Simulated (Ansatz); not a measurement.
# Si: the cost of one run

Program: Ansatz 0.2.0. Level of theory: DFT LDA, scalar-relativistic, plane waves, PAW. These are calculated values, not measurements.

### Step 1. The structure to begin with

The structure is cubic, space group Fd-3m (No. 227). The conventional cell has a = 5.444 Å, b = 5.444 Å, c = 5.444 Å, α = 90.00°, β = 90.00°, γ = 90.00°. Si (site symmetry -43m) has 4 Si at 2.36 Å as nearest neighbours.

Structure file:

```xyz
2
Lattice="0.0000 2.7219 2.7219 2.7219 0.0000 2.7219 2.7219 2.7219 0.0000" Properties=species:S:1:pos:R:3 pbc="T T T"
Si    4.0828    4.0828    4.0828
Si    2.7219    2.7219    2.7219
```

Source of the structure: the Materials Project (structure only).

(A quick probe on a coarse mesh, which set the mesh and smearing, is not shown.)

### Step 3. Full relaxation

Input file input.yaml:

```yaml
crystal:
  lattice:
    - [0.0, 2.72185119, 2.72185119]
    - [2.72185119, 0.0, 2.72185119]
    - [2.72185119, 2.72185119, 0.0]
  atoms:
    - { symbol: Si, position: [0.75, 0.75, 0.75] }
    - { symbol: Si, position: [0.5, 0.5, 0.5] }
basis:
  ecutwfc: 420
kpoints:
  mp_grid: { grid: [8, 8, 8] }
hamiltonian:
  xc: lda
scf:
  occupations: { method: gaussian, width: 0.02 }
output:
  forces: true
  stress: true
  eigenvalues: true
  write_density: true
  write_potential: true
  elf: true
  volumetric_format: npy
relax:
  adjacent_minimum: "off"
  f_tol: 0.005
  max_steps: 80
  cell: { stress_tol: 0.05 }
```

Started as:

```sh
ansatz run input.yaml --threads 4 --pin off --max-ram 8192MiB --backend cpu --events-out ev --progress --plain --runs-dir out
```

**Question.** How long does this run take on 4 threads of AMD EPYC (Zen 3), shared host, and how much memory does it need?

About 3.1 s, with a peak of 0.31 GiB.
